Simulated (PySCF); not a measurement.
# A gas-phase reaction: BCuF2O + ClH → BClF2 + CuHO

What reaction energy should one expect for `FB(F)[O][Cu]` + `Cl` → `FB(F)Cl` + `[OH][Cu]`?

Programs: PySCF 2.14.0. All values are calculated, for the isolated system unless a continuum is named. Atoms count from 0, parts from 1.

## (1) The system as given

Each species was relaxed by itself at PBE0-D3(BJ)/def2-SVPD.

## (2) Reaction energy: wB97M-D3(BJ)/def2-TZVPD

Job settings and geometry (Å):

```
{"job": {"kind": "react", "xc": "wB97M-D3(BJ)", "basis": "def2-TZVPD"}, "charge": 0, "multiplicity": 1}
-1 BCuF2O charge 0 multiplicity 1
F      1.525680     0.697370    -0.586270
B      0.361340     0.151770    -0.207860
F     -0.519570    -0.024170    -1.233240
O      0.085810    -0.185040     1.030890
Cu    -1.551470    -0.925930     1.343030

-1 ClH charge 0 multiplicity 1
Cl     0.644700    -0.001910     0.004780
H     -0.643480     0.003600    -0.004210

+1 BClF2 charge 0 multiplicity 1
F     -0.679060     1.141800    -0.193660
B     -0.076290     0.010220     0.093970
F     -0.780890    -1.098560     0.109700
Cl     1.631380    -0.019620     0.449980

+1 CuHO charge 0 multiplicity 1
O      0.352210    -0.264860     0.349010
Cu    -0.870230    -0.325190    -0.953830
H      0.543750     0.648170     0.587310
```

With the program's defaults for keys left out, this is: wB97M-D3(BJ)/def2-TZVPD reaction energy of separated species, gas phase.

Launch:

```bash
> OMP_NUM_THREADS=1 python cluster_run.py task.json out
```

This one command runs all jobs of the session in turn.

The program printed:

```text
species 1 (BCuF2O)
coarse grid: 28400 points
cycle   1  E = -1940.1424200507  dE =  5.331e-01  |g| = 2.394e+00  |ddm| = 2.211e+00
cycle   2  E = -1939.2541421854  dE =  8.883e-01  |g| = 4.156e+00  |ddm| = 3.186e+00
cycle   3  E = -1940.6811647480  dE = -1.427e+00  |g| = 2.401e-01  |ddm| = 2.156e+00
cycle   4  E = -1940.6872771797  dE = -6.112e-03  |g| = 1.221e-01  |ddm| = 2.391e-01
cycle   5  E = -1940.6893506338  dE = -2.073e-03  |g| = 2.201e-02  |ddm| = 8.020e-02
cycle   6  E = -1940.6895251539  dE = -1.745e-04  |g| = 8.248e-03  |ddm| = 3.247e-02
cycle   7  E = -1940.6895668651  dE = -4.171e-05  |g| = 6.639e-03  |ddm| = 1.814e-02
cycle   8  E = -1940.6895844939  dE = -1.763e-05  |g| = 2.763e-03  |ddm| = 9.748e-03
cycle   9  E = -1940.6895930456  dE = -8.552e-06  |g| = 1.197e-03  |ddm| = 1.003e-02
final grid: 58664 points
cycle  10  E = -1940.6895617745  dE = -1.547e-06  |g| = 1.402e-03  |ddm| = 4.221e-03
cycle  11  E = -1940.6895620435  dE = -2.690e-07  |g| = 3.150e-03  |ddm| = 2.611e-03
cycle  12  E = -1940.6895628146  dE = -7.711e-07  |g| = 5.145e-04  |ddm| = 9.167e-04
cycle  13  E = -1940.6895634119  dE = -5.973e-07  |g| = 2.413e-04  |ddm| = 3.484e-03
cycle  14  E = -1940.6895634576  dE = -4.573e-08  |g| = 4.564e-05  |ddm| = 1.027e-03
cycle  15  E = -1940.6895634588  dE = -1.184e-09  |g| = 1.496e-05  |ddm| = 1.400e-04
cycle  16  E = -1940.6895634589  dE = -1.246e-10  |g| = 7.411e-06  |ddm| = 4.066e-05
converged SCF energy = -1940.6895634589

species 2 (ClH)
coarse grid: 8792 points
cycle   1  E = -460.8503329687  dE = -8.165e-02  |g| = 2.169e-01  |ddm| = 7.239e-01
cycle   2  E = -460.8625126002  dE = -1.218e-02  |g| = 1.397e-01  |ddm| = 2.651e-01
cycle   3  E = -460.8670520801  dE = -4.539e-03  |g| = 1.358e-02  |ddm| = 9.818e-02
cycle   4  E = -460.8670931633  dE = -4.108e-05  |g| = 3.364e-03  |ddm| = 9.545e-03
cycle   5  E = -460.8670994118  dE = -6.248e-06  |g| = 8.516e-04  |ddm| = 3.915e-03
final grid: 17120 points
cycle   6  E = -460.8670681620  dE = -3.716e-07  |g| = 3.676e-04  |ddm| = 8.893e-04
cycle   7  E = -460.8670682083  dE = -4.628e-08  |g| = 1.618e-04  |ddm| = 3.981e-04
cycle   8  E = -460.8670682149  dE = -6.574e-09  |g| = 4.221e-05  |ddm| = 1.295e-04
cycle   9  E = -460.8670682162  dE = -1.314e-09  |g| = 3.976e-06  |ddm| = 6.532e-05
cycle  10  E = -460.8670682162  dE = -1.478e-12  |g| = 8.167e-07  |ddm| = 3.314e-06
converged SCF energy = -460.8670682162

species 3 (BClF2)
coarse grid: 22096 points
cycle   1  E = -685.0159736672  dE =  5.177e-01  |g| = 6.885e-01  |ddm| = 1.523e+00
cycle   2  E = -685.0275094784  dE = -1.154e-02  |g| = 7.537e-01  |ddm| = 6.942e-01
cycle   3  E = -685.1068920511  dE = -7.938e-02  |g| = 4.505e-02  |ddm| = 3.239e-01
cycle   4  E = -685.1073234795  dE = -4.314e-04  |g| = 2.052e-02  |ddm| = 4.578e-02
cycle   5  E = -685.1074195686  dE = -9.609e-05  |g| = 4.024e-03  |ddm| = 1.717e-02
cycle   6  E = -685.1074237318  dE = -4.163e-06  |g| = 6.087e-04  |ddm| = 4.136e-03
final grid: 46168 points
cycle   7  E = -685.1073809294  dE = -2.264e-07  |g| = 2.991e-04  |ddm| = 1.264e-03
cycle   8  E = -685.1073809528  dE = -2.343e-08  |g| = 2.160e-04  |ddm| = 4.133e-04
cycle   9  E = -685.1073809604  dE = -7.627e-09  |g| = 5.706e-05  |ddm| = 1.184e-04
cycle  10  E = -685.1073809618  dE = -1.341e-09  |g| = 2.316e-05  |ddm| = 7.104e-05
cycle  11  E = -685.1073809619  dE = -1.494e-10  |g| = 3.085e-06  |ddm| = 2.717e-05
converged SCF energy = -685.1073809619

species 4 (CuHO)
coarse grid: 15096 points
cycle   1  E = -1715.8970341005  dE =  5.374e-03  |g| = 2.361e+00  |ddm| = 1.402e+00
cycle   2  E = -1714.5821015239  dE =  1.315e+00  |g| = 4.398e+00  |ddm| = 2.184e+00
cycle   3  E = -1716.4033132977  dE = -1.821e+00  |g| = 2.752e-01  |ddm| = 1.549e+00
cycle   4  E = -1716.4021547554  dE =  1.159e-03  |g| = 2.695e-01  |ddm| = 2.214e-01
cycle   5  E = -1716.4130774112  dE = -1.092e-02  |g| = 1.857e-02  |ddm| = 1.155e-01
cycle   6  E = -1716.4132607969  dE = -1.834e-04  |g| = 5.942e-03  |ddm| = 3.021e-02
cycle   7  E = -1716.4133106671  dE = -4.987e-05  |g| = 3.548e-03  |ddm| = 1.893e-02
cycle   8  E = -1716.4133214152  dE = -1.075e-05  |g| = 1.351e-03  |ddm| = 9.249e-03
cycle   9  E = -1716.4133237472  dE = -2.332e-06  |g| = 6.314e-04  |ddm| = 4.670e-03
final grid: 29624 points
cycle  10  E = -1716.4132384465  dE = -3.555e-07  |g| = 9.225e-04  |ddm| = 1.536e-03
cycle  11  E = -1716.4132383662  dE =  8.037e-08  |g| = 2.205e-03  |ddm| = 1.248e-03
cycle  12  E = -1716.4132387253  dE = -3.591e-07  |g| = 2.833e-04  |ddm| = 4.886e-04
cycle  13  E = -1716.4132388780  dE = -1.527e-07  |g| = 4.807e-05  |ddm| = 1.759e-03
cycle  14  E = -1716.4132388811  dE = -3.103e-09  |g| = 2.825e-05  |ddm| = 2.273e-04
cycle  15  E = -1716.4132388814  dE = -3.220e-10  |g| = 8.982e-06  |ddm| = 4.538e-05
converged SCF energy = -1716.4132388814

Reaction energy = 22.718 kcal/mol
```

Wall time 38 s (1 thread of Arm Neoverse N1, shared host); peak memory 0.7 GiB.

Species by species (with the dispersion term, which the log's SCF energies lack):

```
 ν       species  energy (Eh)  HOMO (eV)
-1  FB(F)[O][Cu]  -1940.69317     -10.31
-1            Cl   -460.86761     -11.93
+1       FB(F)Cl   -685.11009     -12.34
+1      [OH][Cu]  -1716.41449      -9.31
```

## (3) Reaction energy: PBE0-D3(BJ)/def2-TZVPD

The job, as its differences from that of step 2:

```diff
@@ -1,2 +1,2 @@
-{"job": {"kind": "react", "xc": "wB97M-D3(BJ)", "basis": "def2-TZVPD"}, "charge": 0, "multiplicity": 1}
+{"job": {"kind": "react", "xc": "PBE0", "basis": "def2-TZVPD", "disp": "d3bj"}, "charge": 0, "multiplicity": 1}
 -1 BCuF2O charge 0 multiplicity 1
```

With the program's defaults for keys left out, this is: PBE0-D3(BJ)/def2-TZVPD reaction energy of separated species, gas phase.

The program printed:

```text
species 1 (BCuF2O)
coarse grid: 28400 points
cycle   1  E = -1938.4385513527  dE =  1.622e+00  |g| = 4.020e+00  |ddm| = 2.776e+00
cycle   2  E = -1932.0356253986  dE =  6.403e+00  |g| = 8.180e+00  |ddm| = 1.269e+01
cycle   3  E = -1939.6401566454  dE = -7.605e+00  |g| = 1.916e+00  |ddm| = 1.251e+01
cycle   4  E = -1939.4439156173  dE =  1.962e-01  |g| = 1.670e+00  |ddm| = 2.381e+00
cycle   5  E = -1940.0352105397  dE = -5.913e-01  |g| = 2.569e-01  |ddm| = 1.666e+00
cycle   6  E = -1940.0421090049  dE = -6.898e-03  |g| = 1.580e-01  |ddm| = 2.322e-01
cycle   7  E = -1940.0453989273  dE = -3.290e-03  |g| = 2.602e-02  |ddm| = 7.516e-02
cycle   8  E = -1940.0455005536  dE = -1.016e-04  |g| = 6.849e-03  |ddm| = 2.411e-02
cycle   9  E = -1940.0455116839  dE = -1.113e-05  |g| = 3.635e-03  |ddm| = 8.988e-03
cycle  10  E = -1940.0455136131  dE = -1.929e-06  |g| = 2.700e-03  |ddm| = 3.996e-03
final grid: 58664 points
cycle  11  E = -1940.0455353130  dE =  2.082e-06  |g| = 5.995e-03  |ddm| = 4.658e-03
cycle  12  E = -1940.0455175496  dE =  1.776e-05  |g| = 1.610e-02  |ddm| = 8.217e-03
cycle  13  E = -1940.0455384602  dE = -2.091e-05  |g| = 1.143e-03  |ddm| = 5.592e-03
cycle  14  E = -1940.0455386469  dE = -1.867e-07  |g| = 2.187e-04  |ddm| = 6.194e-04
cycle  15  E = -1940.0455386538  dE = -6.879e-09  |g| = 1.378e-04  |ddm| = 2.350e-04
cycle  16  E = -1940.0455386583  dE = -4.535e-09  |g| = 5.141e-05  |ddm| = 2.618e-04
cycle  17  E = -1940.0455386590  dE = -6.244e-10  |g| = 6.103e-06  |ddm| = 1.090e-04
converged SCF energy = -1940.0455386590

species 2 (ClH)
coarse grid: 2248 points
cycle   1  E = -460.6537838280  dE = -4.644e-02  |g| = 1.882e-01  |ddm| = 7.411e-01
cycle   2  E = -460.6558525295  dE = -2.069e-03  |g| = 1.902e-01  |ddm| = 3.151e-01
cycle   3  E = -460.6653815299  dE = -9.529e-03  |g| = 1.506e-02  |ddm| = 1.513e-01
cycle   4  E = -460.6654035872  dE = -2.206e-05  |g| = 2.693e-03  |ddm| = 7.323e-03
cycle   5  E = -460.6654051351  dE = -1.548e-06  |g| = 1.111e-03  |ddm| = 2.553e-03
final grid: 17120 points
cycle   6  E = -460.6658902776  dE = -4.429e-06  |g| = 2.164e-03  |ddm| = 7.338e-03
cycle   7  E = -460.6658903071  dE = -2.953e-08  |g| = 1.795e-03  |ddm| = 2.512e-03
cycle   8  E = -460.6658909247  dE = -6.176e-07  |g| = 1.533e-04  |ddm| = 1.363e-03
cycle   9  E = -460.6658909316  dE = -6.900e-09  |g| = 2.148e-05  |ddm| = 1.086e-04
cycle  10  E = -460.6658909317  dE = -1.031e-10  |g| = 4.933e-06  |ddm| = 1.682e-05
converged SCF energy = -460.6658909317

species 3 (BClF2)
coarse grid: 4888 points
cycle   1  E = -684.5703530411  dE =  4.690e-01  |g| = 6.312e-01  |ddm| = 1.606e+00
cycle   2  E = -684.5039746314  dE =  6.638e-02  |g| = 9.443e-01  |ddm| = 7.023e-01
cycle   3  E = -684.6337691698  dE = -1.298e-01  |g| = 3.579e-02  |ddm| = 4.054e-01
cycle   4  E = -684.6339862987  dE = -2.171e-04  |g| = 2.059e-02  |ddm| = 4.654e-02
cycle   5  E = -684.6340663588  dE = -8.006e-05  |g| = 3.396e-03  |ddm| = 1.649e-02
cycle   6  E = -684.6340688121  dE = -2.453e-06  |g| = 1.155e-03  |ddm| = 2.943e-03
final grid: 46168 points
cycle   7  E = -684.6387974689  dE = -9.784e-05  |g| = 4.120e-03  |ddm| = 3.966e-02
cycle   8  E = -684.6387967598  dE =  7.091e-07  |g| = 4.377e-03  |ddm| = 4.305e-03
cycle   9  E = -684.6387993352  dE = -2.575e-06  |g| = 7.090e-04  |ddm| = 2.149e-03
cycle  10  E = -684.6387994065  dE = -7.133e-08  |g| = 1.625e-04  |ddm| = 4.406e-04
cycle  11  E = -684.6387994107  dE = -4.190e-09  |g| = 4.220e-05  |ddm| = 1.520e-04
cycle  12  E = -684.6387994112  dE = -4.229e-10  |g| = 8.442e-06  |ddm| = 3.279e-05
converged SCF energy = -684.6387994112

species 4 (CuHO)
coarse grid: 15096 points
cycle   1  E = -1714.5443699973  dE =  1.076e+00  |g| = 3.905e+00  |ddm| = 1.776e+00
cycle   2  E = -1707.2957025130  dE =  7.249e+00  |g| = 8.061e+00  |ddm| = 4.371e+00
cycle   3  E = -1715.5169551190  dE = -8.221e+00  |g| = 2.066e+00  |ddm| = 3.923e+00
cycle   4  E = -1715.3801399957  dE =  1.368e-01  |g| = 1.746e+00  |ddm| = 1.837e+00
cycle   5  E = -1716.0357939532  dE = -6.557e-01  |g| = 1.636e-01  |ddm| = 1.202e+00
cycle   6  E = -1716.0387908525  dE = -2.997e-03  |g| = 3.683e-02  |ddm| = 1.028e-01
cycle   7  E = -1716.0390453115  dE = -2.545e-04  |g| = 5.535e-03  |ddm| = 3.126e-02
cycle   8  E = -1716.0390509065  dE = -5.595e-06  |g| = 1.995e-03  |ddm| = 7.378e-03
final grid: 29624 points
cycle   9  E = -1716.0390151021  dE =  1.993e-06  |g| = 4.301e-03  |ddm| = 3.765e-03
cycle  10  E = -1716.0390008881  dE =  1.421e-05  |g| = 1.002e-02  |ddm| = 8.321e-03
cycle  11  E = -1716.0390186248  dE = -1.774e-05  |g| = 9.244e-04  |ddm| = 5.277e-03
cycle  12  E = -1716.0390186965  dE = -7.170e-08  |g| = 1.323e-04  |ddm| = 2.422e-04
cycle  13  E = -1716.0390187071  dE = -1.062e-08  |g| = 1.315e-04  |ddm| = 3.572e-04
cycle  14  E = -1716.0390187098  dE = -2.747e-09  |g| = 1.330e-05  |ddm| = 1.768e-04
cycle  15  E = -1716.0390187098  dE = -2.683e-11  |g| = 1.022e-06  |ddm| = 1.361e-05
converged SCF energy = -1716.0390187098

Reaction energy = 21.238 kcal/mol
```

Wall time 20 s (1 thread of Arm Neoverse N1, shared host); peak memory 0.64 GiB.

Reaction energy at this level: 21.24 kcal/mol.

## (4) Side by side

Energies in kcal/mol, with wall time:

```
                    run  reaction  time
wB97M-D3(BJ)/def2-TZVPD     22.72  38 s
 PBE0-D3(BJ)/def2-TZVPD     21.24  20 s
```

## (5) What came out

| quantity | value |
| --- | --- |
| reaction energy (wB97M-D3(BJ)/def2-TZVPD) | 22.72 kcal/mol |
| ΔH, ΔG at 298 K (xTB thermal terms) | +23.8, +22.9 kcal/mol |
| range of the reaction energy over the runs of this table | 21.24 to 22.72 kcal/mol |

In words: The reaction is endothermic by 23.8 kcal/mol in the gas phase; dispersion gives +0.12, and xTB itself gave 33.47 for the electronic energy (xTB energies and thermal terms come from the earlier relaxation of each species, not shown). No barrier was sought. xTB and this level differ widely in the electronic energy, so what comes from xTB (the thermal terms above all) is less safe here. The reaction energy runs from 21.24 (PBE0-D3(BJ)/def2-TZVPD) to 22.72 kcal/mol (wB97M-D3(BJ)/def2-TZVPD).
